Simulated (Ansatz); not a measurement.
# CsPbBr3 (database structure): how the settings move a single-point run

How sensitive is a single-point run of CsPbBr3 (database structure) to its settings? A reference run comes first, then four runs with altered input.

Computed with Ansatz 0.2.0 (reference: DFT PBE, plane waves, PAW, scalar-relativistic, no spin polarisation, unless a step's input says otherwise).

## (1) The starting structure

The structure is cubic, space group Pm-3m (No. 221). Conventional cell: a = 5.557 Å, b = 5.557 Å, c = 5.557 Å, α = 90.00°, β = 90.00°, γ = 90.00°. Pb (site symmetry m-3m) has 6 Br at 2.78 Å as nearest neighbours. Around Cs (site symmetry m-3m) lie 12 Br at 3.93 Å. Br (site symmetry 4/mmm) has 2 Pb at 2.78 Å and 4 Cs at 3.93 Å as nearest neighbours.

Coordinates:

```cif
data_structure
_symmetry_space_group_name_H-M 'P 1'
_symmetry_Int_Tables_number 1
_cell_length_a 5.5571
_cell_length_b 5.5571
_cell_length_c 5.5571
_cell_angle_alpha 90.000
_cell_angle_beta 90.000
_cell_angle_gamma 90.000
_cell_volume 171.61
loop_
_atom_site_label
_atom_site_type_symbol
_atom_site_fract_x
_atom_site_fract_y
_atom_site_fract_z
_atom_site_occupancy
Pb1 Pb 0.50000 0.50000 0.50000 1
Cs1 Cs 0.00000 0.00000 0.00000 1
Br1 Br 0.00000 0.50000 0.50000 1
Br2 Br 0.50000 0.00000 0.50000 1
Br3 Br 0.50000 0.50000 0.00000 1
```

## (2) Baseline

Contents of input.yaml:

```yaml
crystal:
  lattice:
    - [5.557085, 0.0, 0.0]
    - [0.0, 5.557085, 0.0]
    - [0.0, 0.0, 5.557085]
  atoms:
    - { symbol: Pb, position: [0.5, 0.5, 0.5] }
    - { symbol: Cs, position: [0.0, 0.0, 0.0] }
    - { symbol: Br, position: [0.0, 0.5, 0.5] }
    - { symbol: Br, position: [0.5, 0.0, 0.5] }
    - { symbol: Br, position: [0.5, 0.5, 0.0] }
  symmetry: { tolerance: 0.0003 }
kpoints:
  mp_grid: { grid: [3, 3, 3], shift: [0, 0, 0] }
magnetization:
  spin_polarized: false
scf:
  occupations: { method: fermi_dirac }
hamiltonian:
  pseudopotentials: { kind: paw }
  xc: pbe
basis:
  ecutwfc: 420
output:
  forces: true
  stress: true
  eigenvalues: true
```

The run is started by

```
ansatz run input.yaml --threads 1 --pin off --max-ram 2560MiB --backend cpu --events-out ev --progress --plain --runs-dir out
```

## (3) Changing settings: occupations.method cold, occupations.width 0.1, n_extra_bands 32, ecutwfc 18.4 Ry

input.yaml: that of step 2 with these lines changed.

```diff
@@ -17,3 +17,4 @@
 scf:
-  occupations: { method: fermi_dirac }
+  occupations: { method: cold, width: 0.1 }
+  n_extra_bands: 32
 hamiltonian:
@@ -22,3 +23,3 @@
 basis:
-  ecutwfc: 420
+  ecutwfc: "18.4 Ry"
 output:
```

## (4) Changed: lower_state_search light

input.yaml: that of step 2 with these lines changed.

```diff
@@ -18,2 +18,3 @@
   occupations: { method: fermi_dirac }
+  lower_state_search: light
 hamiltonian:
```

## (5) Changed: mp_grid.grid [2, 2, 2], ecutwfc 350 eV, ecutrho_ratio 4

input.yaml: that of step 2 with these lines changed.

```diff
@@ -13,3 +13,3 @@
 kpoints:
-  mp_grid: { grid: [3, 3, 3], shift: [0, 0, 0] }
+  mp_grid: { grid: [2, 2, 2], shift: [0, 0, 0] }
 magnetization:
@@ -22,3 +22,4 @@
 basis:
-  ecutwfc: 420
+  ecutwfc: "350 eV"
+  ecutrho_ratio: 4
 output:
```

## (6) Changing settings: mixing.algorithm anderson, mixing.beta 0.3, mixing.ndim 8, dispersion d4

input.yaml: that of step 2 with these lines changed.

```diff
@@ -18,2 +18,3 @@
   occupations: { method: fermi_dirac }
+  mixing: { algorithm: anderson, beta: 0.3, ndim: 8 }
 hamiltonian:
@@ -21,2 +22,3 @@
   xc: pbe
+  dispersion: d4
 basis:
@@ -27 +29,5 @@
   eigenvalues: true
+  write_density: true
+  write_potential: true
+  elf: true
+  volumetric_format: npy
```

**Question.** What will these runs give? Wanted: for each run, ending; energy change; pressure; gap; force.

The runs gave:

```csv
run,ending,energy change,pressure (GPa),gap (eV),force (eV/Å),cycles,time
reference,converged,0,6.8,3.92,0.00,6,2.4 s
"1: occupations.method cold, occupations.width 0.1, n_extra_bands 32, ecutwfc 18.4 Ry",converged,+227.1 meV/atom (σ→0),6.9,3.96,0.00,6,1.6 s
2: lower_state_search light,converged,0.0 meV/atom,6.8,3.92,0.00,6,2.2 s
"3: mp_grid.grid [2, 2, 2], ecutwfc 350 eV, ecutrho_ratio 4",converged,+249.1 meV/atom,9.7,0.64,0.00,6,1.8 s
"4: mixing.algorithm anderson, mixing.beta 0.3, mixing.ndim 8, dispersion d4",converged,-241.7 meV/atom (offset of the dispersion model),5.7,3.92,0.00,6,2.7 s
```

Times don't compare one to one where runs were asked for different outputs or read a saved state (see the inputs); cycles may leave out searches for a lower state.

Residual by cycle in the longest SCF loop of each run; runs are numbered as in the table. The quantity is the density residual dr2, in eV.

```csv
cycle,reference,run 1,run 2,run 3,run 4
1,0.00318,0.0343,0.00318,0.0588,0.00318
2,4.6e-4,0.00438,4.6e-4,0.0133,0.00115
3,3.7e-5,1.6e-4,3.7e-5,4.2e-4,1.0e-4
4,1.6e-6,1.2e-5,1.6e-6,1.7e-5,3.1e-5
5,1.9e-7,3.3e-7,1.9e-7,4.9e-7,6.9e-7
6,4.4e-9,2.1e-8,4.4e-9,1.8e-8,9.9e-8
```

**Reading.** Runs 1 and 3 ran under the cutoff that the potentials recommend, as the log warns, so basis error is mixed into their values. The gap of the reference lacks spin-orbit coupling, though the cell holds Cs and Pb.

The reference has limits of its own: spin-orbit coupling, which can shrink the gap with elements this heavy, is left out.

The gaps are Kohn-Sham values of a semilocal functional, not quasiparticle or optical gaps. Such gaps usually fall short of the measured ones; spin-orbit coupling, left out here, narrows gaps with Pb, so the two errors partly cancel.
